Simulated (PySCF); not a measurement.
# Co(OH)₃: quintet, from a T-shaped start

The task is one start of a wider search on Co(OH)₃: the quintet, from a T-shaped start. It is relaxed, tested by its Hessian and followed downhill if it is a saddle.

Method: PBE0, basis Co def2-TZVP, O def2-TZVP, H def2-TZVP, no relativity, density fitting; program: PySCF 2.14.0.

## (1) Where the work starts

7 atoms, charge 0, spin multiplicity 5.

Bond lengths: Co1–O2 1.740 Å, Co1–O3 1.740 Å, Co1–O4 1.740 Å, O2–H5 0.960 Å, O3–H6 0.960 Å, O4–H7 0.960 Å. Angles: O2–Co1–O3 88.0°, O2–Co1–O4 88.0°, O3–Co1–O4 176.0°, Co1–O2–H5 130.0°, Co1–O3–H6 130.0°, Co1–O4–H7 130.0°.

```xyz
7
charge 0 multiplicity 5
Co    0.0000    0.0000    0.0000
O     0.0000    0.0000    1.7400
O     1.7389    0.0000    0.0607
O    -1.7389    0.0000    0.0607
H    -0.7354    0.0000    2.3571
H     2.3556   -0.7354    0.0823
H    -2.3556    0.7354    0.0823
```

## (2) Finding the electronic state

One driver script runs all steps and calls PySCF; scf.py shows how it sets up the SCF of each step. The optimiser is the driver's own. After this first run the driver tries any further starts and a stability analysis.

scf.py reads:

```python
from pyscf import gto, scf, dft
mol = gto.M(atom='''
Co     0.000000     0.000000     0.000000
O      0.000000     0.000000     1.740000
O      1.738900     0.000000     0.060700
O     -1.738900     0.000000     0.060700
H     -0.735400     0.000000     2.357100
H      2.355600    -0.735400     0.082300
H     -2.355600     0.735400     0.082300''',
    basis={'Co': 'def2-TZVP', 'O': 'def2-TZVP', 'H': 'def2-TZVP'},
    charge=0, spin=4)
mf = dft.UKS(mol, xc='PBE0')
mf.grids.atom_grid = (50, 194)
aux = {'Co': 'def2-universal-JKFIT', 'O': 'def2-universal-JKFIT', 'H': 'def2-universal-JKFIT'}
mf = mf.density_fit(auxbasis=aux)
mf.conv_tol = 1e-08
mf.diis_space = 10
mf.max_cycle = 60
mf.init_guess = 'minao'
mf.verbose = 4
mf.kernel()
```

Launch:

```sh
> OMP_NUM_THREADS=4 python axn.py task.json out
```

After this run come: T-shaped start, quintet: relaxation; Frequencies.

Before running it: what results should come out? Wanted: minimum; geometry; wavenumbers; dipole moment; highest occupied, lowest empty level; polar-tensor charge of Co1; zero-point energy; atomisation energy; ⟨S²⟩.

The runs gave:

| quantity | value |
| --- | --- |
| minimum | quintet, Cs |
| geometry | Co–O 1.759 Å, Co–O 1.762 Å (×2), O–H 0.959 Å (×3); Co–O–H 119.6°, Co–O–H 123.8°, Co–O–H 127.6°, O–Co–O 117.4°, O–Co–O 119.7°, O–Co–O 122.9° |
| wavenumbers (cm⁻¹) | 123 (a''), 138 (a'), 169 (a'), 203 (a''), 251 (a''), 361 (a''), 494 (a'), 559 (a'), 659 (a'), 665 (a'), 720 (a'), 747 (a'), 3883 (a'), 3907 (a'), 3920 (a') |
| dipole moment | 2.66 D |
| highest occupied, lowest empty level (either spin) | -8.42, -3.30 eV |
| polar-tensor charge of Co1 | +1.47 e |
| zero-point energy | 100.5 kJ/mol |
| entropy at 298.15 K | 353.2 J/(mol K) |
| atomisation energy (no zero-point energy) | 2264 kJ/mol |
| ⟨S²⟩ | 6.018 |

In words: From C1 at the start the molecule goes to a Cs minimum. In the infrared the band at 494 cm⁻¹ (a') leads. Most of the spin sits on Co1 (Mulliken spin 2.98, against 4 for the whole molecule). Other starts or spin states, not run here, may lie lower. One determinant may miss the lowest occupation of an open d or f shell.
